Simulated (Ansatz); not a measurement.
# C2H8OSi2: basis-set convergence

How large a basis does C2H8OSi2 need? Two functionals are run in growing sets.

Computed with Ansatz 0.2.0, Gaussian basis. Level: one geometry, several basis sets.

Levels to be run: PBE0-D4/def2-SVP; ωB97M-V/def2-SVP; PBE0-D4/def2-QZVPP; ωB97M-V/def2-QZVPP; the functionals' def2-TZVPP values are taken from earlier runs.

**1. Structure used throughout**

An earlier PBE0-D4 in a triple-zeta def2 set relaxation fixed the geometry.

13 atoms, charge 0, spin multiplicity 1.

Atoms are counted from 1 here; the program's logs count them from 0.

Bond lengths: C1–C2 1.330 Å, C1–H6 1.086 Å, C1–H7 1.086 Å, C2–Si3 1.853 Å, C2–H8 1.090 Å, Si3–O4 1.636 Å, Si3–H9 1.490 Å, Si3–H10 1.486 Å, O4–Si5 1.633 Å, Si5–H11 1.484 Å, Si5–H12 1.487 Å, Si5–H13 1.486 Å. Angles: C2–C1–H6 122.3°, C2–C1–H7 121.6°, H6–C1–H7 116.1°, C1–C2–Si3 123.1°, C1–C2–H8 118.3°, Si3–C2–H8 118.6°, C2–Si3–O4 109.7°, C2–Si3–H9 110.0°, C2–Si3–H10 110.6°, O4–Si3–H9 109.7°, O4–Si3–H10 108.3°, H9–Si3–H10 108.5°, Si3–O4–Si5 145.9°, O4–Si5–H11 109.0°, O4–Si5–H12 110.4°, O4–Si5–H13 109.5°, H11–Si5–H12 109.6°, H11–Si5–H13 109.3° and more.

**2. PBE0-D4 in def2-SVP**

in.yaml

```yaml
crystal:
  periodic: [false, false, false]
  atoms:
    - {symbol: C, position_ang: [0.341263, 1.849585, -1.000899]}
    - {symbol: C, position_ang: [-0.128024, 0.804374, -1.676276]}
    - {symbol: Si, position_ang: [-0.734626, -0.742145, -0.855041]}
    - {symbol: O, position_ang: [-0.577370, -0.604140, 0.767423]}
    - {symbol: Si, position_ang: [0.364558, -0.912064, 2.065064]}
    - {symbol: H, position_ang: [0.696222, 2.748560, -1.496884]}
    - {symbol: H, position_ang: [0.387739, 1.851723, 0.084361]}
    - {symbol: H, position_ang: [-0.154566, 0.861329, -2.764207]}
    - {symbol: H, position_ang: [0.046311, -1.915408, -1.337348]}
    - {symbol: H, position_ang: [-2.168962, -0.971554, -1.166826]}
    - {symbol: H, position_ang: [-0.483725, -1.432599, 3.165429]}
    - {symbol: H, position_ang: [1.406918, -1.915947, 1.722712]}
    - {symbol: H, position_ang: [1.024762, 0.343686, 2.507291]}
basis:
  gaussian: {orbitals: def2-SVP}
hamiltonian: {xc: pbe0, dispersion: d4}
output: {orbitals: {seedname: orbitals}}
```

Further steps of the session: ωB97M-V in def2-SVP; PBE0-D4 in def2-QZVPP; ωB97M-V in def2-QZVPP.

**Question.** What will the summary of the whole plan be? Wanted: PBE0-D4: double and triple zeta above quadruple; ωB97M-V: double and triple zeta above quadruple.

As calculated:

| quantity | value |
| --- | --- |
| PBE0-D4: double and triple zeta above quadruple | 11.52, 0.80 eV |
| ωB97M-V: double and triple zeta above quadruple | 11.69, 0.74 eV |

What this shows: PBE0-D4 gains 10.71 eV from double to triple zeta, then 0.80 eV more. These are total energies; as a rule much of such shifts cancels in differences, which this series doesn't test. The LUMO of ωB97M-V is positive and keeps falling with the basis (1.93 to 1.31 eV): an unbound level that the basis holds in place.
